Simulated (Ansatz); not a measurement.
# CH₇AlN₂: a ladder of functionals and wavefunction methods

Aim: compute CH₇AlN₂ with functionals from several rungs and with coupled cluster, and see how far each lands from CCSD(T) at the basis-set limit for the atomisation energy.

Computed with Ansatz 0.2.0, Gaussian basis. Level: functionals in def2-TZVPP, the program's frozen cores in correlated methods.

Levels to be run: LDA (SPW92), PBE-D4, revPBE-D4, BLYP-D4, r2SCAN-D4, B97M-V, PBE0-D4, B3LYP-D4, r2SCANh-D4, r2SCAN0-D4, HSE06-D4, BHLYP-D4, CAM-B3LYP-D4, LC-ωPBE, ωB97X-V, ωB97M-V, B2PLYP, PBE-QIDH; CCSD(T)/def2-SVP; CCSD(T)/def2-TZVPP; MP2/def2-QZVPP; extrapolation to the limit; RPA on PBE.

### 1 The relaxed structure

An earlier PBE0-D4 in a triple-zeta def2 set relaxation fixed the geometry.

SMILES `NC[NH][AlH2]`, 11 atoms, charge 0, spin multiplicity 1.

Atoms are counted from 1 here; the program's logs count them from 0.

Bond lengths: N1–C2 1.452 Å, N1–H5 1.013 Å, N1–H6 1.013 Å, C2–N3 1.438 Å, C2–H7 1.098 Å, C2–H8 1.101 Å, N3–Al4 1.770 Å, N3–H9 1.012 Å, Al4–H10 1.585 Å, Al4–H11 1.583 Å. Angles: C2–N1–H5 111.0°, C2–N1–H6 110.3°, H5–N1–H6 108.0°, N1–C2–N3 110.6°, N1–C2–H7 106.6°, N1–C2–H8 114.0°, N3–C2–H7 111.4°, N3–C2–H8 107.5°, H7–C2–H8 106.6°, C2–N3–Al4 128.5°, C2–N3–H9 110.5°, Al4–N3–H9 121.0°, N3–Al4–H10 117.4°, N3–Al4–H11 117.8°, H10–Al4–H11 124.8°.

Geometry (Å):

```mol
CH7AlN2
  3D, bonds by distance, orders not assigned

 11 10  0  0  0  0  0  0  0  0999 V2000
   -1.1276    1.4493    0.1966 N   0  0
    0.0541    0.8096   -0.3532 C   0  0
    0.5217   -0.2292    0.5236 N   0  0
    0.7764   -1.9426    0.1621 Al  0  0
   -1.3869    2.2624   -0.3488 H   0  0
   -1.9108    0.8064    0.1908 H   0  0
    0.8091    1.5977   -0.4786 H   0  0
   -0.1001    0.3598   -1.3464 H   0  0
    0.6721    0.1346    1.4554 H   0  0
    0.4407   -2.4348   -1.3062 H   0  0
    1.3167   -2.8702    1.3255 H   0  0
  1  2  8  0
  2  3  8  0
  3  4  8  0
  1  5  8  0
  1  6  8  0
  2  7  8  0
  2  8  8  0
  3  9  8  0
  4 10  8  0
  4 11  8  0
M  END
```

### 2 LDA

This LDA is Slater exchange with PW92 correlation.

File in.yaml:

```yaml
crystal:
  periodic: [false, false, false]
  atoms:
    - {symbol: N, position_ang: [-1.127634, 1.449304, 0.196556]}
    - {symbol: C, position_ang: [0.054131, 0.809619, -0.353246]}
    - {symbol: N, position_ang: [0.521671, -0.229226, 0.523559]}
    - {symbol: Al, position_ang: [0.776400, -1.942619, 0.162112]}
    - {symbol: H, position_ang: [-1.386936, 2.262437, -0.348777]}
    - {symbol: H, position_ang: [-1.910774, 0.806436, 0.190824]}
    - {symbol: H, position_ang: [0.809057, 1.597676, -0.478596]}
    - {symbol: H, position_ang: [-0.100085, 0.359789, -1.346373]}
    - {symbol: H, position_ang: [0.672108, 0.134580, 1.455428]}
    - {symbol: H, position_ang: [0.440749, -2.434803, -1.306216]}
    - {symbol: H, position_ang: [1.316715, -2.870193, 1.325530]}
basis:
  gaussian: {orbitals: def2-TZVPP}
hamiltonian: {xc: lda}
output: {orbitals: {seedname: orbitals}}
```

The run is started by

```
ansatz run in.yaml --threads 2 --pin off --events-out ev --progress --plain --max-ram 4352MiB
```

The runs that follow: PBE-D4 (GGA); revPBE-D4 (GGA); BLYP-D4 (GGA); r2SCAN-D4 (meta-GGA); B97M-V (meta-GGA); B3LYP-D4 (hybrid); r2SCANh-D4 (hybrid); r2SCAN0-D4 (hybrid); HSE06-D4 (hybrid); BHLYP-D4 (hybrid); CAM-B3LYP-D4 (range-separated); LC-ωPBE (range-separated); ωB97X-V (range-separated); ωB97M-V (range-separated); B2PLYP (double hybrid); PBE-QIDH (double hybrid); CCSD(T) in def2-SVP; CCSD(T) in def2-TZVPP; MP2 in def2-QZVPP; RPA on PBE orbitals.

Q: Predict the results of all the runs planned. Wanted: atomisation energy, CCSD(T)/CBS; farthest beyond LDA; mean size of error, GGA; mean size of error, meta-GGA; mean size of error, hybrid; mean size of error, range-separated; mean size of error, double hybrid; gap, smallest and largest; T1 diagnostic.

As calculated:

```
                               quantity                                                           value
        atomisation energy, CCSD(T)/CBS                                                   3673.3 kJ/mol
 functionals within 18.4 kJ/mol (0.5 %)  BLYP-D4, B97M-V, PBE0-D4, B3LYP-D4, HSE06-D4, LC-ωPBE, ωB97M-V
                    farthest beyond LDA                                         BHLYP-D4 (-97.0 kJ/mol)
                mean size of error, GGA                                                     33.3 kJ/mol
           mean size of error, meta-GGA                                                     19.0 kJ/mol
             mean size of error, hybrid                                                     43.3 kJ/mol
    mean size of error, range-separated                                                     20.8 kJ/mol
      mean size of error, double hybrid                                                     46.1 kJ/mol
              gap, smallest and largest                       3.94 eV (LDA (SPW92)), 10.89 eV (LC-ωPBE)
                          T1 diagnostic                                                          0.0114
triples share of the correlation energy                                                           3.6 %
```

What this shows: LDA overbinds by 515.8 kJ/mol (14 %). PBE-D4 is off by +55.0 kJ/mol. Double hybrids carry the basis error of their MP2 part in triple zeta, and no dispersion term here, so their miss is partly the set-up's. Taken by rung, meta-GGA functionals do best (19.0 kJ/mol on average) and double hybrid ones worst beyond LDA (46.1 kJ/mol). The gap between the best rungs is small, so their order is not settled. Misses under about 18.4 kJ/mol are within the doubt on the reference itself, which lacks core-valence correlation, relativity and higher excitations. Hartree-Fock recovers 69 % of the binding; the rest is correlation. CCSD(T) in def2-SVP is off by -235.3 kJ/mol, more than most functionals: a good method in a small basis is no reference. The gap grows from 3.9 to 10.9 eV across the functionals, mostly with the share of exact exchange.
